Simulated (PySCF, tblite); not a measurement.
**H9N2SSi3 radical, a small gas-phase stand-in for a defect centre (Si site with back bonds N[SiH3], S[SiH3], N): EPR parameters**

Wanted: the EPR parameters for `N[Si](N[SiH3])S[SiH3]`. It is drawn as: dangling bond.

Programs: tblite 0.8.0 and PySCF 2.14.0. All values are calculated, for the isolated system unless a continuum is named. Atoms count from 0, parts from 1.

## 1. The system as given

15 atoms, charge 0, multiplicity 2; geometry: distance geometry start.

## 2. Geometry optimisation with GFN2-xTB

What the job is given:

```
{"job": {"kind": "relax", "xc": "GFN2-xTB", "basis": "xTB"}, "charge": 0, "multiplicity": 2}
Si     0.989815    -0.378150     0.385233
N     -0.187223    -1.305463    -0.649347
Si    -1.883761    -0.564416    -0.778384
S      0.221136     0.429928     2.225283
Si    -1.266403     1.988851     2.347729
N      2.155758     0.704660    -0.524016
H      0.180231    -1.727813    -1.472183
H     -2.626124    -1.366370    -1.700847
H     -2.520073    -0.559794     0.469289
H     -1.760682     0.758580    -1.297106
H     -0.676110     3.125554     3.000854
H     -1.704665     2.353198     1.073695
H     -2.369358     1.544982     3.157845
H      2.452190     0.345864    -1.447155
H      1.975707     1.694650    -0.441951
```

Method: GFN2-xTB geometry optimisation, gas phase.

Launch:

```console
> OMP_NUM_THREADS=1 python cluster_run.py task.json out
```

One launch serves the whole session: the jobs run in the order shown.

What it wrote:

```text
step      E/eV     max force
  0    -514.01606    3.040
  1    -514.35452    1.248
  2    -514.49430    0.855
  3    -514.53455    0.633
  4    -514.57695    0.597
  5    -514.60546    0.553
  6    -514.63099    0.359
  7    -514.64335    0.346
  8    -514.66092    0.432
  9    -514.67568    0.413
 10    -514.68839    0.303
 11    -514.69769    0.323
 12    -514.70584    0.252
 13    -514.71496    0.278
 14    -514.72456    0.274
 15    -514.73299    0.278
 16    -514.74189    0.302
 17    -514.75299    0.320
 18    -514.76481    0.313
 19    -514.77566    0.330
 20    -514.78619    0.299
 21    -514.79775    0.269
 22    -514.81256    0.328
 23    -514.82750    0.337
 24    -514.83937    0.255
 25    -514.84836    0.327
 26    -514.82753    1.201
 27    -514.85847    0.245
 28    -514.86251    0.218
 29    -514.87339    0.119
 30    -514.87631    0.148
 31    -514.88053    0.250
 32    -514.88292    0.197
 33    -514.88629    0.151
 34    -514.88986    0.181
 35    -514.89494    0.199
 36    -514.89885    0.165
 37    -514.90135    0.101
 38    -514.90288    0.140
 39    -514.90574    0.187
 40    -514.90987    0.212
 41    -514.91405    0.156
 42    -514.91654    0.095
 43    -514.91781    0.124
 44    -514.91847    0.144
 45    -514.91945    0.079
 46    -514.92121    0.092
 47    -514.92346    0.171
 48    -514.92706    0.196
 49    -514.93036    0.213
 50    -514.93419    0.183
 51    -514.93889    0.153
 52    -514.94068    0.149
 53    -514.94346    0.170
 54    -514.94615    0.147
 55    -514.94797    0.189
 56    -514.94947    0.081
 57    -514.95025    0.075
 58    -514.95097    0.079
 59    -514.95200    0.086
 60    -514.95327    0.103
 61    -514.95428    0.069
 62    -514.95494    0.054
 63    -514.95534    0.050
 64    -514.95577    0.061
 65    -514.95648    0.071
 66    -514.95765    0.097
 67    -514.95922    0.136
 68    -514.96076    0.137
 69    -514.96194    0.085
 70    -514.96285    0.069
 71    -514.96379    0.094
 72    -514.96568    0.123
 73    -514.96843    0.135
 74    -514.97165    0.142
 75    -514.97398    0.129
 76    -514.97528    0.081
 77    -514.97597    0.083
 78    -514.97677    0.056
 79    -514.97768    0.074
 80    -514.97859    0.086
 81    -514.97932    0.069
 82    -514.98000    0.057
 83    -514.98068    0.048
 84    -514.98122    0.071
 85    -514.98164    0.092
 86    -514.98215    0.088
 87    -514.98286    0.086
 88    -514.98369    0.059
 89    -514.98438    0.078
 90    -514.98481    0.061
 91    -514.98510    0.103
 92    -514.98545    0.053
 93    -514.98598    0.045
 94    -514.98646    0.071
 95    -514.98679    0.039
 96    -514.98713    0.046
 97    -514.98753    0.048
 98    -514.98792    0.041
 99    -514.98830    0.071
100    -514.98865    0.046
101    -514.98905    0.080
102    -514.98945    0.064
103    -514.99018    0.042
104    -514.99051    0.044
105    -514.99091    0.061
106    -514.99127    0.059
107    -514.99173    0.061
108    -514.99224    0.058
109    -514.99284    0.049
110    -514.99344    0.064
111    -514.99396    0.062
112    -514.99441    0.067
113    -514.99463    0.103
114    -514.99523    0.075
115    -514.99569    0.068
116    -514.99688    0.061
117    -514.99776    0.077
118    -514.99902    0.109
119    -514.99995    0.111
120    -515.00102    0.088
121    -515.00214    0.085
122    -515.00391    0.100
123    -515.00601    0.126
124    -515.00798    0.120
125    -515.00936    0.086
126    -515.00847    0.367
127    -515.01095    0.081
128    -515.01169    0.059
129    -515.01354    0.056
130    -515.01490    0.101
131    -515.01550    0.083
132    -515.01632    0.115
133    -515.01716    0.075
134    -515.01792    0.066
135    -515.01839    0.105
136    -515.01893    0.079
137    -515.01927    0.045
138    -515.01955    0.033
139    -515.01976    0.041
140    -515.01997    0.039
141    -515.02015    0.025
142    -515.02029    0.024
143    -515.02045    0.031
144    -515.02064    0.034
145    -515.02086    0.035
146    -515.02111    0.037
147    -515.02137    0.029
148    -515.02164    0.031
149    -515.02190    0.037
150    -515.02216    0.036
151    -515.02240    0.031
152    -515.02259    0.027
153    -515.02278    0.031
154    -515.02297    0.027
155    -515.02318    0.040
156    -515.02340    0.036
157    -515.02366    0.027
158    -515.02386    0.032
159    -515.02420    0.042
160    -515.02455    0.044
161    -515.02491    0.038
162    -515.02521    0.032
163    -515.02551    0.031
164    -515.02582    0.044
165    -515.02614    0.051
166    -515.02650    0.047
167    -515.02689    0.040
168    -515.02727    0.056
169    -515.02761    0.058
170    -515.02785    0.049
171    -515.02804    0.057
172    -515.02825    0.054
173    -515.02851    0.055
174    -515.02883    0.045
175    -515.02912    0.035
176    -515.02936    0.050
177    -515.02963    0.044
178    -515.03000    0.048
179    -515.03037    0.067
180    -515.03077    0.061
181    -515.03123    0.060
182    -515.03177    0.073
183    -515.03247    0.058
184    -515.03347    0.054
185    -515.03436    0.056
186    -515.03505    0.061
187    -515.03587    0.091
188    -515.03707    0.140
189    -515.03825    0.125
190    -515.04050    0.130
191    -515.04174    0.167
192    -515.04286    0.094
193    -515.04387    0.114
194    -515.04423    0.100
195    -515.04545    0.078
196    -515.04620    0.060
197    -515.04723    0.065
198    -515.04758    0.034
199    -515.04785    0.046
200    -515.04817    0.045
201    -515.04817    0.045
202    -515.05372    0.079
203    -515.05570    0.200
204    -515.05655    0.343
205    -515.05875    0.223
206    -515.06135    0.177
207    -515.06361    0.079
208    -515.06569    0.103
209    -515.06731    0.092
210    -515.06675    0.191
211    -515.06858    0.214
212    -515.06477    0.210
213    -515.06945    0.088
214    -515.06977    0.077
215    -515.07005    0.067
216    -515.06968    0.143
217    -515.07028    0.057
218    -515.06985    0.100
219    -515.07050    0.016
220    -515.07052    0.030
221    -515.07061    0.016
222    -515.07066    0.026
223    -515.07072    0.013
224    -515.07074    0.015
225    -515.07075    0.013
226    -515.07076    0.007
```

Wall time 8.5 s (1 thread of Arm Neoverse V2, shared host).

Relaxation path:

```
step  energy from step 0 (eV)  largest force (eV/Å)
   0                   0.0000                3.0393
   9                  -0.6596                0.4129
  18                  -0.7487                0.3126
  27                  -0.8424                0.2458
  36                  -0.8828                0.1651
  45                  -0.9034                0.0797
  54                  -0.9301                0.1464
  63                  -0.9393                0.0500
  72                  -0.9496                0.1233
  81                  -0.9633                0.0689
  90                  -0.9688                0.0613
  99                  -0.9722                0.0707
 108                  -0.9762                0.0579
 117                  -0.9817                0.0770
 126                  -0.9924                0.3672
 135                  -1.0023                0.1050
 144                  -1.0046                0.0342
 153                  -1.0067                0.0313
 162                  -1.0091                0.0320
 171                  -1.0120                0.0563
 180                  -1.0147                0.0607
 189                  -1.0222                0.1255
 198                  -1.0315                0.0340
 207                  -1.0476                0.0793
 216                  -1.0536                0.1424
 225                  -1.0547                0.0134
 226                  -1.0547                0.0071
```

Distances of close pairs at the start and the end, largest changes first:

```
   bond  before (Å)  after (Å)  change (Å)
 N1–Si2       1.856      1.734      -0.122
 Si0–N5       1.833      1.727      -0.105
 Si0–N1       1.821      1.730      -0.091
 Si2–H8       1.401      1.465      +0.065
Si4–H11       1.396      1.458      +0.062
 Si0–S3       2.152      2.192      +0.041
 Si2–H9       1.426      1.467      +0.040
 Si2–H7       1.430      1.462      +0.032
```

## 3. Relaxing the molecule at PBE0-D3(BJ)/def2-SVP

What the job is given:

```
{"job": {"xc": "PBE0", "basis": "def2-SVP", "d3": "d3bj", "grid": 2, "kind": "geom", "shake": 0.01}, "charge": 0, "multiplicity": 2}
Si     1.606088    -0.489681     0.024062
N      0.201517    -1.392484    -0.471053
Si    -1.031540    -1.017971    -1.653223
S      1.483486     0.117173     2.126373
Si    -0.532636     0.888359     2.240906
N      1.478222     1.022243    -0.864788
H      0.109213    -2.262218     0.022596
H     -1.858353    -2.189660    -1.693164
H     -1.763105     0.187080    -1.236486
H     -0.348880    -0.787853    -2.921333
H     -0.609409     1.337194     3.642396
H     -0.673207     1.995759     1.313174
H     -1.511141    -0.162517     1.959539
H      1.321504     0.981370    -1.851240
H      2.117315     1.747835    -0.623088
```

What it wrote:

```text
step   0  E = -1380.55615959  max force = 0.024454
step   1  E = -1380.56360698  max force = 0.004605
step   2  E = -1380.56435591  max force = 0.001697
step   3  E = -1380.56462334  max force = 0.002539
step   4  E = -1380.56475027  max force = 0.001677
step   5  E = -1380.56483626  max force = 0.000553
step   6  E = -1380.56488441  max force = 0.000828
step   7  E = -1380.56494168  max force = 0.001267
step   8  E = -1380.56503561  max force = 0.001515
step   9  E = -1380.56450633  max force = 0.002147
step  10  E = -1380.56512706  max force = 0.001472
step  11  E = -1380.56520326  max force = 0.000609
step  12  E = -1380.56527897  max force = 0.000846
step  13  E = -1380.56534368  max force = 0.001071
step  14  E = -1380.56538995  max force = 0.000733
step  15  E = -1380.56542842  max force = 0.000712
step  16  E = -1380.56546488  max force = 0.000644
step  17  E = -1380.56548849  max force = 0.000519
step  18  E = -1380.56550490  max force = 0.000360
step  19  E = -1380.56551155  max force = 0.000237
optimisation converged
```

It took 6.3 min on 1 thread of Arm Neoverse V2, shared host; peak memory 0.8 GiB.

Relaxation path: (the energy doesn't fall at every step)

```
step  energy from step 0 (eV)  largest force component (eV/Å)
   0                   0.0000                          1.2575
   1                  -0.2027                          0.2368
   2                  -0.2230                          0.0873
   3                  -0.2303                          0.1306
   4                  -0.2338                          0.0862
   5                  -0.2361                          0.0284
   6                  -0.2374                          0.0426
   7                  -0.2390                          0.0652
   8                  -0.2415                          0.0779
   9                  -0.2271                          0.1104
  10                  -0.2440                          0.0757
  11                  -0.2461                          0.0313
  12                  -0.2482                          0.0435
  13                  -0.2499                          0.0551
  14                  -0.2512                          0.0377
  15                  -0.2522                          0.0366
  16                  -0.2532                          0.0331
  17                  -0.2539                          0.0267
  18                  -0.2543                          0.0185
  19                  -0.2545                          0.0122
```

Close pairs (by a distance rule), those that changed most:

```
   bond  before (Å)  after (Å)  change (Å)
 Si2–H7       1.435      1.495      +0.061
Si4–H11       1.451      1.491      +0.039
 Si2–H9       1.458      1.495      +0.037
Si4–H12       1.463      1.493      +0.029
 Si0–N5       1.758      1.737      -0.021
 Si2–H8       1.470      1.491      +0.021
Si4–H10       1.474      1.492      +0.019
 N5–H14       0.997      1.015      +0.019
```

The end geometry stands in the next job.

```
                         at the end point                value
  point group (found at 0.08 Å tolerance)                   C1
rotational constants (GHz, main isotopes)  1.988, 1.090, 0.799
                        dipole moment (D)                 1.74
                                     ⟨S²⟩                0.752
```

## 4. EPR parameters: B3LYP/IGLO-III+pcH-1

What the job is given:

```
{"job": {"kind": "epr"}, "charge": 0, "multiplicity": 2}
Si     1.573587    -0.404068     0.040876
N      0.040942    -1.168885    -0.260598
Si    -1.071708    -0.671566    -1.526736
S      1.544494     0.801873     1.849183
Si    -0.538570     0.612794     2.353203
N      1.754054     0.707245    -1.282340
H     -0.182640    -2.026877     0.235296
H     -2.257910    -1.574687    -1.409676
H     -1.511984     0.742944    -1.362223
H     -0.499562    -0.835834    -2.898568
H     -0.699001     1.418848     3.598983
H     -1.434514     1.162322     1.295710
H     -0.919908    -0.799446     2.650309
H      2.084732     0.373997    -2.182920
H      2.108558     1.637818    -1.083814
```

With the program's defaults for keys left out, this is: UKS B3LYP, IGLO-III on N S Si, pcH-1 on H, non-relativistic, mean-field spin-orbit, GIAO.

What it wrote:

```text
UKS, coarse grid
  cycle   1  E = -1381.74847085  |g| = 4.92e-01
  cycle   2  E = -1381.60984340  |g| = 7.34e-01
  cycle   3  E = -1381.83984408  |g| = 9.15e-02
  cycle   4  E = -1381.84284801  |g| = 4.60e-02
  cycle   5  E = -1381.84393378  |g| = 7.73e-03
  cycle   6  E = -1381.84395673  |g| = 4.40e-03
  cycle   7  E = -1381.84396570  |g| = 1.37e-03
  cycle   8  E = -1381.84396561  |g| = 5.09e-04
UKS, final grid
  cycle   1  E = -1381.84399762  |g| = 6.97e-04
  cycle   2  E = -1381.84399729  |g| = 1.12e-03
  cycle   3  E = -1381.84399785  |g| = 9.69e-05
  cycle   4  E = -1381.84399785  |g| = 1.80e-05
E = -1381.84399785 Eh   <S^2> = 0.7523 (exact 0.7500)
g shifts (ppm)      1          2          3
  rmc          -187       -187       -187
  gc             91         19         84
  oz_so        -229        693       1652
  total        -324        526       1550
hyperfine (MHz)  atom isotope    a_iso     a_fc   dipolar eigenvalues
    0  29Si    -807.20    -808.10   -115.17     57.33     57.85
    1   14N      28.29      28.28     -4.36     -4.05      8.40
    2  29Si      -5.96      -5.98     -4.63      2.08      2.56
    3   33S      40.03      40.05    -11.96    -11.74     23.70
    4  29Si       1.26       1.24     -2.30      1.02      1.27
    5   14N      11.50      11.49     -6.23     -5.91     12.15
    6    1H      -5.46      -5.47     -7.15     -3.24     10.39
    7    1H       2.46       2.46     -1.14     -0.73      1.87
    8    1H       6.02       6.02     -1.18     -0.64      1.82
    9    1H      -1.35      -1.35     -1.23     -0.94      2.17
   10    1H       6.56       6.56     -1.12     -0.43      1.55
   11    1H       1.17       1.16     -1.18     -0.46      1.63
   12    1H       1.00       0.99     -1.26     -0.78      2.05
   13    1H      -5.84      -5.85     -8.31     -3.57     11.88
   14    1H      -5.28      -5.30     -8.38     -1.75     10.14
```

It took 1.8 min on 1 thread of Arm Neoverse V2, shared host; peak memory 1.4 GiB.

Principal g values 2.00200, 2.00284, 2.00387; g(iso) = 2.00290, against 2.00232 for a free electron.

Hyperfine couplings, nucleus by nucleus at this fixed geometry (no averaging over rotations):

```
nuclei  isotope  a(iso) (MHz)  a(iso) (G, at g = 2.0023)  largest dipolar term (MHz)
   Si0     29Si        -807.2                     -288.0                      -115.2
    S3      33S          40.0                       14.3                        23.7
    N1      14N          28.3                       10.1                         8.4
    N5      14N          11.5                        4.1                        12.1
   H10       1H           6.6                        2.3                         1.5
    H8       1H           6.0                        2.1                         1.8
   Si2     29Si          -6.0                       -2.1                        -4.6
   H13       1H          -5.8                       -2.1                        11.9
    H6       1H          -5.5                       -1.9                        10.4
   H14       1H          -5.3                       -1.9                        10.1
    H7       1H           2.5                        0.9                         1.9
    H9       1H          -1.3                       -0.5                         2.2
   Si4     29Si           1.3                        0.5                        -2.3
   H11       1H           1.2                        0.4                         1.6
```

Mulliken spin populations:

Si0 0.73; N1 0.04; Si2 0.02; S3 0.10; Si4 0.01; N5 0.08; H6 0.00; H7 0.00; H8 0.00; H9 0.00; H10 0.00; H11 0.00; H12 0.00; H13 0.00; H14 0.00

In first order the couplings over 0.8 MHz of 14N, 1H give 4104 distinct lines over 40.9 G.

## 5. EPR parameters: BHandHLYP/IGLO-III+pcH-1

Settings changed since step 4:

```diff
@@ -1,2 +1,2 @@
-{"job": {"kind": "epr"}, "charge": 0, "multiplicity": 2}
+{"job": {"kind": "epr", "xc": "BHandHLYP"}, "charge": 0, "multiplicity": 2}
 Si     1.573587    -0.404068     0.040876
```

With the program's defaults for keys left out, this is: UKS BHandHLYP, IGLO-III on N S Si, pcH-1 on H, non-relativistic, mean-field spin-orbit, GIAO.

What it wrote:

```text
UKS, coarse grid
  cycle   1  E = -1381.61468813  |g| = 3.83e-01
  cycle   2  E = -1381.63184840  |g| = 3.56e-01
  cycle   3  E = -1381.68332372  |g| = 5.44e-02
  cycle   4  E = -1381.68470361  |g| = 2.29e-02
  cycle   5  E = -1381.68500544  |g| = 6.53e-03
  cycle   6  E = -1381.68504003  |g| = 2.12e-03
  cycle   7  E = -1381.68504487  |g| = 1.18e-03
  cycle   8  E = -1381.68504551  |g| = 3.67e-04
UKS, final grid
  cycle   1  E = -1381.68506686  |g| = 3.01e-04
  cycle   2  E = -1381.68506689  |g| = 3.26e-04
  cycle   3  E = -1381.68506694  |g| = 5.59e-05
  cycle   4  E = -1381.68506695  |g| = 3.73e-05
  cycle   5  E = -1381.68506695  |g| = 6.25e-06
E = -1381.68506695 Eh   <S^2> = 0.7539 (exact 0.7500)
g shifts (ppm)      1          2          3
  rmc          -189       -189       -189
  gc             95         14         88
  oz_so        -383        532       1276
  total        -478        357       1175
hyperfine (MHz)  atom isotope    a_iso     a_fc   dipolar eigenvalues
    0  29Si    -847.04    -847.96   -125.16     62.01     63.15
    1   14N      28.27      28.26     -4.30     -3.96      8.25
    2  29Si      -5.23      -5.25     -4.17      1.86      2.31
    3   33S      41.59      41.63    -11.73    -11.51     23.24
    4  29Si       1.42       1.40     -2.04      0.96      1.08
    5   14N      13.32      13.31     -6.04     -5.70     11.75
    6    1H      -6.25      -6.26     -7.31     -3.34     10.65
    7    1H       2.77       2.77     -1.08     -0.75      1.83
    8    1H       4.94       4.94     -1.14     -0.70      1.84
    9    1H      -1.64      -1.64     -1.23     -0.96      2.19
   10    1H       6.82       6.82     -1.05     -0.44      1.49
   11    1H       0.65       0.65     -1.16     -0.50      1.67
   12    1H       0.68       0.68     -1.26     -0.82      2.08
   13    1H      -7.03      -7.04     -8.36     -3.71     12.07
   14    1H      -6.80      -6.81     -8.38     -1.84     10.23
```

It took 1.9 min on 1 thread of Arm Neoverse V2, shared host; peak memory 1.4 GiB.

In short: g(iso) 2.00267.

## 6. Comparing the runs: EPR parameters

g, ⟨S²⟩ and isotropic hyperfine couplings (MHz), with basis size and wall time:

```
                     run   g(iso)   ⟨S²⟩  29Si Si0  33S S3  14N N1  14N N5  1H H10  functions     time
    B3LYP/IGLO-III+pcH-1  2.00290  0.752    -807.2    40.0    28.3    11.5     6.6        336  1.8 min
BHandHLYP/IGLO-III+pcH-1  2.00267  0.754    -847.0    41.6    28.3    13.3     6.8        336  1.9 min
```

## 7. What came out

```
                            quantity                    value
                         point group                       C1
rotational constants (main isotopes)     1.99, 1.09, 0.80 GHz
                      g(iso) (B3LYP)                  2.00290
                                ⟨S²⟩       0.752 (exact 0.75)
                      largest a(iso)  29Si on Si0, -807.2 MHz
```

**Reading.** The start of the PBE0/def2-SVP relaxation was shaken at random by about 0.01 Å, so part of the energy gained, and of the first lengths quoted, undoes that. Over 19 steps the energy fell by 0.254 eV; of the close pairs, Si2–H7 changed most, 1.435 to 1.495 Å (PBE0/def2-SVP). Most of the unpaired spin sits on Si0 (0.73 e). The isotropic g lies 0.6 ppt above the free-electron value. The coupling of 29Si on Si0 runs from -847.0 (BHandHLYP/IGLO-III+pcH-1) to -807.2 MHz (B3LYP/IGLO-III+pcH-1). A capped cluster stands for the solid here, so long-range fields and strain are missing, and bands or shifts of the capping hydrogens have no counterpart in it.
